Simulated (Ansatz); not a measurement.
From input file to script: CH3AlOS2, SMILES [SH][Al]1[O]C[S]1 in Ansatz 0.2.0.

```yaml
crystal:
  periodic: [false, false, false]
  atoms:
    - { symbol: S, position_ang: [0.8213, -2.2209, 1.9114] }
    - { symbol: Al, position_ang: [0.6345, -0.3808, 0.5252] }
    - { symbol: O, position_ang: [0.0566, -0.1762, -1.2294] }
    - { symbol: C, position_ang: [-0.7182, 0.9138, -1.0414] }
    - { symbol: S, position_ang: [-0.5204, 1.5072, 0.642] }
    - { symbol: H, position_ang: [2.158, -1.9854, 2.0732] }
    - { symbol: H, position_ang: [-0.5357, 1.7057, -1.7679] }
    - { symbol: H, position_ang: [-1.804, 0.5795, -1.1689] }
basis:
  gaussian:
    orbitals: def2-TZVP
correlation:
  method: ccsd
  electrons: valence
```

`energy_ch3alos2.py`
```python
"""Single point of CH3AlOS2."""

import logging
import sys
import warnings

import ansatz as az

logging.basicConfig(stream=sys.stdout, format="[%(levelname)s] %(message)s")
logger = logging.getLogger("ansatz_job")
logger.setLevel(logging.INFO)


def main() -> None:
    warnings.simplefilter("ignore", az.DeckWarning)

    mol = (
        az.Crystal.molecule()
        .atom("S", (0.8213, -2.2209, 1.9114))
        .atom("Al", (0.6345, -0.3808, 0.5252))
        .atom("O", (0.0566, -0.1762, -1.2294))
        .atom("C", (-0.7182, 0.9138, -1.0414))
        .atom("S", (-0.5204, 1.5072, 0.642))
        .atom("H", (2.158, -1.9854, 2.0732))
        .atom("H", (-0.5357, 1.7057, -1.7679))
        .atom("H", (-1.804, 0.5795, -1.1689))
    )

    calc = (
        mol.calculation()
        .basis(gaussian="def2-TZVP")  # atom-centred Gaussian functions
        .correlation("ccsd", electrons="valence")
    )
    rep = calc.session().plan(threads=1).execute().report

    logger.info("reference energy %16.6f eV" % rep["reference_energy_ev"])
    logger.info("total energy     %16.6f eV" % rep["free_energy_ev"])
    print("occupied orbitals outside the frozen core (up, down):", rep["n_occupied"], " frozen:", rep["n_frozen"], " virtual:", rep["n_virtual"])

    parts = rep["correlation"]
    for name in ("random_phase", "coupled_cluster", "perturbative"):
        if name in parts:
            logger.info(f"{name:16s} {parts[name]['energy']['hartree']:12.7f} Ha")
    if "second_order" in parts:
        pair = parts["second_order"]
        logger.info(f"MP2 same spin {pair['same_spin']['hartree']:.7f} Ha, opposite spin {pair['opposite_spin']['hartree']:.7f} Ha")

    field = rep["mean_field"]
    print("<S^2> =", round(abs(field["state"]["spin_squared"]), 4), " all-electron relativity setting:", field["relativity"])
    print("passes:", field["passes"])
    if "symmetry" in field:
        print("occupied orbitals by irrep:", field["symmetry"]["occupied"])


if __name__ == "__main__":
    main()
```

```console
$ python energy_ch3alos2.py
[INFO] reference energy    -31337.047793 eV
[INFO] total energy        -31360.124232 eV
occupied orbitals outside the frozen core (up, down): [14, 14]  frozen: 17  virtual: [160, 160]
[INFO] coupled_cluster    -0.8480435 Ha
[INFO] MP2 same spin -0.2013586 Ha, opposite spin -0.6053687 Ha
<S^2> = 0.0  all-electron relativity setting: none
passes: {'evaluations': 22, 'products': 47}
occupied orbitals by irrep: [{'A': 31}, {'A': 31}]
```

What to keep in mind:
- The settings weren't tested for convergence.
- The geometry is a force-field or estimated start, not a minimum of this method, and the basis set is short of its limit.
- S² is that of the Hartree-Fock reference.
- It ran for 36 s on 1 thread of INTEL(R) XEON(R) PLATINUM 8581C CPU @ 2.10GHz (Emerald Rapids), on a shared host, peak memory 2 GiB.

(Lines on the test bed's own set-up are left out of the output.)
